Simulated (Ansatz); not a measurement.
**CH3FN2Si: ladder of methods at one geometry from a Python script**

How do the methods compare on CH3FN2Si, in result and in cost? Wanted for CH3FN2Si: a ladder of methods at one geometry.

Computed with Ansatz 0.2.0 through its Python package. The levels of theory stand in the script.

**1. The system**

Bond lengths: N1–Si2 1.743 Å, Si2–F3 1.613 Å, Si2–C4 1.707 Å, Si2–N5 1.837 Å, C4–N5 1.199 Å, N1–H6 0.954 Å, N1–H7 1.047 Å, C4–H8 1.111 Å. Angles: N1–Si2–F3 108.0°, N1–Si2–C4 118.1°, N1–Si2–N5 88.8°, F3–Si2–C4 114.7°, F3–Si2–N5 104.4°, C4–Si2–N5 39.3°, Si2–N1–H6 101.0°, Si2–N1–H7 102.4°, H6–N1–H7 104.1°, Si2–C4–N5 76.2°, Si2–C4–H8 149.1°, N5–C4–H8 134.6°, Si2–N5–C4 64.5°.

No structure file is read: the coordinates are typed or built in the script.

**2. The script**

run_methods.py

```python
"""CH3FN2Si at several levels of theory."""

from pathlib import Path

import ansatz as az
import numpy as np

GEOMETRY = """
N     1.04110    0.68400    0.91860
Si   -0.53700    0.44140    0.21910
F    -0.75440    1.56150   -0.92130
C    -0.97590   -1.14220   -0.24400
N     0.12990   -1.01010   -0.68720
H     1.49610   -0.09850    0.61840
H     1.43500    1.45240    0.32590
H    -1.74260   -1.94560   -0.28530
"""

ch3fn2si = az.Crystal.molecule()
for line in GEOMETRY.strip().splitlines():
    symbol, *xyz = line.split()
    ch3fn2si = ch3fn2si.atom(symbol, [float(v) for v in xyz])

calc = ch3fn2si.calculation().basis(gaussian="def2-SVP")

print("functional    E (Ha)        dipole (D)   HOMO (eV)  LUMO (eV)")
for name in ["revpbe", "b3lyp", "pbe", "blyp", "lc_wpbe", "pbe0"]:
    data = calc.functional(name).forces().orbitals().run(threads=1, runs_dir="runs").report
    lines = Path(data["orbitals_path"]).read_text().splitlines()
    field_of = lambda key: [line.split("=")[1].strip() for line in lines if line.startswith(key)]
    orbitals = [(27.211386 * float(e), s, float(n)) for e, s, n in zip(field_of("Ene="), field_of("Spin="), field_of("Occup="))]
    homo = max(e for e, _, n in orbitals if n > 0.5)
    lumo = min(e for e, _, n in orbitals if n < 0.5)
    dipole = 4.803205 * np.linalg.norm(data["charge_distribution"]["dipole_moment_e_ang"])
    print(f"{name:10s} {data['free_energy_ev'] / 27.211386246:14.6f} {dipole:9.3f} {homo:11.3f} {lumo:10.3f}")
```

**3. The run**

Launch:

```
$ python run_methods.py
```

The program printed:

```text
functional    E (Ha)        dipole (D)   HOMO (eV)  LUMO (eV)
revpbe        -538.293308     1.204      -5.194     -2.449
b3lyp         -538.444258     1.372      -6.259     -1.974
pbe           -538.013186     1.206      -5.234     -2.505
blyp          -538.371380     1.223      -5.080     -2.384
lc_wpbe       -538.177571     1.469      -8.972      0.395
pbe0          -538.041730     1.387      -6.492     -1.780
```

Run time: 16 s. Hardware: 1 thread of Arm Neoverse V2, shared host; peak memory 0.24 GiB.

Lines on the test bed's own set-up are left out of the output.

**4. Run by run**

One row for each of the 6 runs:

| run | functional | energy (eV) | SCF cycles | CPU time (s) |
| --- | --- | --- | --- | --- |
| 1 | revpbe | -14647.7071 | 20 | 2.2 |
| 2 | b3lyp | -14651.8147 | 19 | 3 |
| 3 | pbe | -14640.0846 | 20 | 2.2 |
| 4 | blyp | -14649.8316 | 20 | 2.1 |
| 5 | lc_wpbe | -14644.5577 | 19 | 2.8 |
| 6 | pbe0 | -14640.8613 | 18 | 2.8 |

Totals under unlike functionals or potentials can't be compared directly.

The fields below are those of run 1.

**5. Pictures from the orbitals**

The fields below are evaluated on a grid from the run's orbitals.

Frontier orbitals at revPBE/def2-SVP, with the share of their density that lies nearest to each atom:

| orbital | energy (eV) | lies on |
| --- | --- | --- |
| HOMO | -5.19 | N1, N5 about 29 % each; Si2 21 %; H8 6 % |
| LUMO | -2.45 | Si2 43 %; C4 17 %; N5 14 % |

ELF in a plane through or near 4 of the atoms.

Ten even steps from ' ' (0.00) to '@' (1.00):
```
                                                        
                                                        
                                                        
                      ::----::..                        
                  ..--**####**==                        
                  ::==%%%%%%##++..                      
                    --##%%%%##==......                  
            ..::..    --++--::..::==--..                
          ..**%%%%--::::..::::..**##**++++**++--        
          --%%@@@@%%****....::::##----%%@@@@@@%%..      
          ..**%%@@##**##++::--++**====%%@@@@@@@@--      
            ::==******%%==..--++##**++%%@@@@@@%%::      
              ..--##@@@@++....--++**==--**####==        
                ::##%%@@++    ::----::    ....          
                  ::==++..      ..                      
                                                        
                                                        
                                                        
                                                        
                                                        
```
The map spans 10.4 Å across and 9.0 Å up, centred on the molecule. Atoms in the plane (x, y in Å): C4 (1.5, -0.1), H6 (-1.1, -1.2), H7 (-2.1, 0.1), H8 (2.6, -0.2).

log10 of the density (e/Å³) in the same plane.

Ten even steps from '0' (-4.0) to '9' (0.9):
```
0000000000000000000000000000
0000000000000000000000000000
0000000000133332100000000000
0000000002455554311000000000
0000000024567776432100000000
0000000125689986543211000000
0000002235689987654432110000
0000123445678877665544321000
0000234566677887777665432100
0000235677777887888776543100
0001245688887778899887653100
0000235678987677888776543100
0000124567887666666655432100
0000013456776555555443321000
0000001234454333333221100000
0000000122332222211100000000
0000000001110000000000000000
0000000000000000000000000000
0000000000000000000000000000
0000000000000000000000000000
```
The map spans 10.4 Å across and 9.0 Å up, centred on the molecule. Atoms in the plane (x, y in Å): C4 (1.5, -0.1), H6 (-1.1, -1.2), H7 (-2.1, 0.1), H8 (2.6, -0.2).

On the surface of density 0.002 e/bohr³ the electrostatic potential runs, from the 1st to the 99th percentile, from -1.51 V near N1 to 1.50 V near Si2.

**6. Outcome**

| quantity | value |
| --- | --- |
| runs compared | 6 |
| HOMO-LUMO gap of the mean field (revPBE/def2-SVP) | 2.75 eV |

**Reading.** All 6 runs converged, in 18 to 20 cycles. Notes:
- The geometry is a force-field or estimated start, not a minimum of this method, and the basis set is short of its limit. A lower total doesn't mark the better method: functionals have no common bound, and MP2 and coupled cluster aren't variational.
- b3lyp holds the VWN-RPA fit, as in Gaussian; the form of ORCA and Turbomole is b3lyp5.
- Levels such as HOMO and LUMO are orbital energies: with these approximate functionals they aren't the ionisation energy and electron affinity, and their gap isn't the fundamental gap.
